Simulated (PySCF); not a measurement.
**[AuF2]−: forces at shaken geometries**

Aim: move all atoms of relaxed [AuF2]− at random and read energies and forces. It is a constructed species; whether it can be made isn't addressed.

Computed with PySCF 2.14.0. Level: TPSS, Au def2-SVP with ECP60, F def2-SVP; scalar-relativistic core potentials, no spin–orbit coupling.

2 further runs of the same task are left out: 2 for a known fault of the program. Runs told in other sessions of the task aren't counted.

### Step 1. Starting geometry

3 atoms, charge -1, spin multiplicity 1.

Bond lengths: Au1–F2 1.970 Å, Au1–F3 1.970 Å. Angles: F2–Au1–F3 180.0°.

Coordinates:

```xyz
3

Au    0.00000    0.00000    0.00000
F     0.00000    0.00000    1.96971
F     0.00000    0.00000   -1.96971
```

Formal oxidation states: Au +1. An earlier session relaxed this geometry at TPSS, Au def2-SVP with ECP60, F def2-SVP (singlet, point group D∞h).

Its energy there is -335.323109 Eh.

### Step 2. Atoms moved at random, σ = 0.03 Å

run.py (the lines that set the calculation) reads:

```python
mol = gto.M(atom='''
Au    -0.03455    -0.01646     0.00585
F     -0.02904    -0.01729     1.97411
F      0.06359     0.03375    -1.97996''',
    basis={'Au': 'def2-SVP', 'F': 'def2-SVP'},
    ecp={'Au': 'def2-SVP'},
    charge=-1, spin=0)
mf = dft.RKS(mol, xc='TPSS')
mf.grids.atom_grid = (50, 194)
mf = mf.density_fit()  # fitting sets: Au def2-universal-JKFIT, F def2-universal-JKFIT
mf.conv_tol = 1e-08; mf.max_cycle = 55
mf.kernel(dm0)  # dm0: the density of the relaxed state
```

On the command line:

```sh
OMP_NUM_THREADS=2 python run.py
```

Log:

```text
init E= -335.31876694275
  HOMO = -0.000299303552386961  LUMO = 0.158506941841932  gap/eV = 4.32134
cycle= 1 E= -335.322581614104  delta_E= -0.00381  |g|= 0.0293  |ddm|= 0.127
  HOMO = 0.00288548494405443  LUMO = 0.161452009523995  gap/eV = 4.31481
cycle= 2 E= -335.32218831007  delta_E= 0.000393  |g|= 0.0547  |ddm|= 0.0737
  HOMO = 0.00187378351546707  LUMO = 0.160666577804008  gap/eV = 4.32097
cycle= 3 E= -335.322716135288  delta_E= -0.000528  |g|= 0.0159  |ddm|= 0.0497
  HOMO = 0.00171402019852338  LUMO = 0.160496151277471  gap/eV = 4.32068
cycle= 4 E= -335.322761774839  delta_E= -4.56e-05  |g|= 0.00223  |ddm|= 0.0133
  HOMO = 0.00178008934853828  LUMO = 0.160540226723136  gap/eV = 4.32008
cycle= 5 E= -335.322762646738  delta_E= -8.72e-07  |g|= 0.000809  |ddm|= 0.00249
  HOMO = 0.00173804779762852  LUMO = 0.160505946931881  gap/eV = 4.32029
cycle= 6 E= -335.322762777281  delta_E= -1.31e-07  |g|= 0.000209  |ddm|= 0.000947
  HOMO = 0.00173220670035149  LUMO = 0.160502578983035  gap/eV = 4.32036
cycle= 7 E= -335.32276278503  delta_E= -7.75e-09  |g|= 4.16e-05  |ddm|= 0.000176
  HOMO = 0.00174255036437689  LUMO = 0.160509749663564  gap/eV = 4.32028
Extra cycle  E= -335.322762784578  delta_E= 4.52e-10  |g|= 6.4e-05  |ddm|= 9.09e-05
converged SCF energy = -335.322762784578
```

Wall time 1.2 s (2 threads of Arm Neoverse V1, shared host).

It gives: E = -335.322763 Eh (+0.009 eV from the relaxed state), HOMO 0.05 eV, LUMO 4.37 eV, Mulliken charge on Au1 -0.04 e, largest force component 0.362 eV/Å. The highest filled level lies above zero; it isn't the detachment energy.

| atom | Fx | Fy | Fz (eV/Å) |
| --- | --- | --- | --- |
| Au1 | 0.206 | 0.094 | -0.362 |
| F2 | -0.102 | -0.049 | 0.029 |
| F3 | -0.103 | -0.045 | 0.333 |

### Step 3. Atoms moved at random, σ = 0.1 Å

Changes to run.py (the lines that set the calculation) since step 2:

```diff
@@ -1,5 +1,5 @@
 mol = gto.M(atom='''
-Au    -0.03455    -0.01646     0.00585
-F     -0.02904    -0.01729     1.97411
-F      0.06359     0.03375    -1.97996''',
+Au     0.01689     0.08428     0.16726
+F     -0.14125    -0.07017     1.80141
+F      0.12436    -0.01411    -1.96867''',
     basis={'Au': 'def2-SVP', 'F': 'def2-SVP'},
```

On the command line:

```sh
OMP_NUM_THREADS=2 python run.py
```

Log:

```text
init E= -335.380879516874
  HOMO = 0.0211553807009321  LUMO = 0.180926446414505  gap/eV = 4.34759
cycle= 1 E= -335.221486168029  delta_E= 0.159  |g|= 0.334  |ddm|= 0.819
  HOMO = 0.070098862227539  LUMO = 0.182275089678359  gap/eV = 3.05247
cycle= 2 E= -335.026604935444  delta_E= 0.195  |g|= 1.06  |ddm|= 1.13
  HOMO = 0.0117076481441229  LUMO = 0.183849751347123  gap/eV = 4.68423
cycle= 3 E= -335.240985821201  delta_E= -0.214  |g|= 0.16  |ddm|= 0.856
  HOMO = 0.020796396871271  LUMO = 0.184898461563872  gap/eV = 4.46544
cycle= 4 E= -335.244843584809  delta_E= -0.00386  |g|= 0.0567  |ddm|= 0.151
  HOMO = 0.0198681362216304  LUMO = 0.185124876804449  gap/eV = 4.49686
cycle= 5 E= -335.245300937658  delta_E= -0.000457  |g|= 0.0223  |ddm|= 0.0465
  HOMO = 0.0195845405764331  LUMO = 0.185172563059927  gap/eV = 4.50588
cycle= 6 E= -335.245383748109  delta_E= -8.28e-05  |g|= 0.00437  |ddm|= 0.0191
  HOMO = 0.0200239653035614  LUMO = 0.185361486065942  gap/eV = 4.49906
cycle= 7 E= -335.245387928852  delta_E= -4.18e-06  |g|= 0.0011  |ddm|= 0.00549
  HOMO = 0.0198825614119395  LUMO = 0.185319740982328  gap/eV = 4.50177
cycle= 8 E= -335.24538818417  delta_E= -2.55e-07  |g|= 0.000214  |ddm|= 0.00112
  HOMO = 0.0198910937422642  LUMO = 0.18533043259946  gap/eV = 4.50183
cycle= 9 E= -335.245388192882  delta_E= -8.71e-09  |g|= 5.3e-05  |ddm|= 0.000259
  HOMO = 0.0198789198379362  LUMO = 0.185322059474021  gap/eV = 4.50194
Extra cycle  E= -335.245388192133  delta_E= 7.49e-10  |g|= 7.89e-05  |ddm|= 0.000139
converged SCF energy = -335.245388192133
```

Wall time 1.3 s (2 threads of Arm Neoverse V1, shared host).

Result: E = -335.245388 Eh (+2.115 eV from the relaxed state), HOMO 0.54 eV, LUMO 5.04 eV, Mulliken charge on Au1 -0.07 e, largest force component 17.245 eV/Å. The highest filled level lies above zero; it isn't the detachment energy.

| atom | Fx | Fy | Fz (eV/Å) |
| --- | --- | --- | --- |
| Au1 | 1.322 | 0.758 | -17.245 |
| F2 | -1.377 | -1.084 | 15.443 |
| F3 | 0.056 | 0.326 | 1.802 |

### Step 4. Atoms moved at random, σ = 0.06 Å

Changes to run.py (the lines that set the calculation) since step 3:

```diff
@@ -1,5 +1,5 @@
 mol = gto.M(atom='''
-Au     0.01689     0.08428     0.16726
-F     -0.14125    -0.07017     1.80141
-F      0.12436    -0.01411    -1.96867''',
+Au     0.06007    -0.02925    -0.00346
+F     -0.05834     0.00557     2.04102
+F     -0.00173     0.02368    -2.03756''',
     basis={'Au': 'def2-SVP', 'F': 'def2-SVP'},
```

On the command line:

```sh
OMP_NUM_THREADS=2 python run.py
```

Log:

```text
init E= -335.289450485701
  HOMO = -0.0204565227042492  LUMO = 0.128043301279362  gap/eV = 4.04089
cycle= 1 E= -335.31861605441  delta_E= -0.0292  |g|= 0.0536  |ddm|= 0.23
  HOMO = 0.00286181740988557  LUMO = 0.148893516975303  gap/eV = 3.97372
cycle= 2 E= -335.317547361116  delta_E= 0.00107  |g|= 0.0877  |ddm|= 0.165
  HOMO = -0.00546292823806793  LUMO = 0.142179618055319  gap/eV = 4.01756
cycle= 3 E= -335.31919083371  delta_E= -0.00164  |g|= 0.0223  |ddm|= 0.107
  HOMO = -0.00584098107101493  LUMO = 0.141833682780923  gap/eV = 4.01843
cycle= 4 E= -335.319273694803  delta_E= -8.29e-05  |g|= 0.00825  |ddm|= 0.023
  HOMO = -0.00549322851405093  LUMO = 0.142010647984165  gap/eV = 4.01378
cycle= 5 E= -335.319284142138  delta_E= -1.04e-05  |g|= 0.00336  |ddm|= 0.00825
  HOMO = -0.00562496317431059  LUMO = 0.141899861602475  gap/eV = 4.01435
cycle= 6 E= -335.319286443419  delta_E= -2.3e-06  |g|= 0.000692  |ddm|= 0.00319
  HOMO = -0.0056960782620888  LUMO = 0.14185053335795  gap/eV = 4.01495
cycle= 7 E= -335.319286533154  delta_E= -8.97e-08  |g|= 0.000144  |ddm|= 0.000662
  HOMO = -0.00570154289209522  LUMO = 0.141845991866909  gap/eV = 4.01497
cycle= 8 E= -335.319286536825  delta_E= -3.67e-09  |g|= 1.49e-05  |ddm|= 0.000119
  HOMO = -0.00570303738531405  LUMO = 0.141845023338323  gap/eV = 4.01499
Extra cycle  E= -335.319286536789  delta_E= 3.58e-11  |g|= 2.04e-05  |ddm|= 2.35e-05
converged SCF energy = -335.319286536789
```

It took 1.2 s on 2 threads of Arm Neoverse V1, shared host.

Result: E = -335.319287 Eh (+0.104 eV from the relaxed state), HOMO -0.16 eV, LUMO 3.86 eV, Mulliken charge on Au1 -0.04 e, largest force component 1.206 eV/Å. 

| atom | Fx | Fy | Fz (eV/Å) |
| --- | --- | --- | --- |
| Au1 | -0.341 | 0.156 | 0.138 |
| F2 | 0.183 | -0.076 | -1.206 |
| F3 | 0.158 | -0.080 | 1.068 |

### Step 5. Results

| σ (Å) | energy rise (eV) | harmonic estimate −½ F·u (eV) | largest force component (eV/Å) |
| --- | --- | --- | --- |
| 0.03 | 0.009 | 0.009 | 0.36 |
| 0.1 | 2.115 | 2.561 | 17.25 |
| 0.06 | 0.104 | 0.099 | 1.21 |

Every displacement raises the energy. For a harmonic well the rise equals −½ F·u; the two differ by at most 21 % here (a move with σ = 0.1 Å), from anharmonicity, the grid and the small forces left at the relaxed point. The largest moves cost over 1 eV, far outside the harmonic range, so agreement there can come from errors that cancel between squeezed and stretched bonds. The bases are small and lack diffuse functions. Spin–orbit coupling is left out.
